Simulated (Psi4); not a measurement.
# PBE/def2-QZVPP (density fitting, core potential, sweep point 6) run of SnSe (SMILES [Se][Sn])

We compute a geometry optimisation of SnSe. 

The results are computed with Psi4 1.11.

2 further runs of the same task are left out: 2 set aside as unsound or not needed.

### Step 1. The system as given

SnSe has 2 atoms, charge 0, and is taken as a singlet. As SMILES, `[Se][Sn]`. The coordinates come from a PBE0-D4/def2-TZVP relaxation. The run starts from this shape.

Bond lengths: Se1–Sn2 2.325 Å.

### Step 2. A geometry optimisation at PBE/def2-QZVPP (density fitting, core potential, sweep point 6)

input.inp

```
memory 1.6 GB

molecule mol {
  Se     0.00000000     0.00000000     0.01233991
  Sn     0.00000000     0.00000000     4.40648227
  units au
  symmetry c1
}

set globals {
  puream               true
  scf_type             df
  dft_radial_points    99
  dft_spherical_points 590
  g_convergence        gau_tight
  geom_maxiter         50
}

optimize('pbe/def2-QZVPP')
```

Launch:

```
psi4 input.inp input.out -n 1
```

Q: Predict the results. Wanted: total energy at the end; dipole moment; HOMO energy; LUMO energy; HOMO–LUMO gap; bond length.

Computed results:

Level: PBE/def2-QZVPP (density fitting, core potential, sweep point 6).

| quantity | value |
| --- | --- |
| total energy at the end | -2615.61008 Eh |
| dipole moment | 2.89 D |
| HOMO energy | -6.10 eV |
| LUMO energy | -3.25 eV |
| HOMO–LUMO gap | 2.85 eV |
| bond length | 2.354 Å |

At the final geometry: Bond lengths: Se1–Sn2 2.354 Å. The optimisation took 5 steps and changed the energy by -0.008 eV.
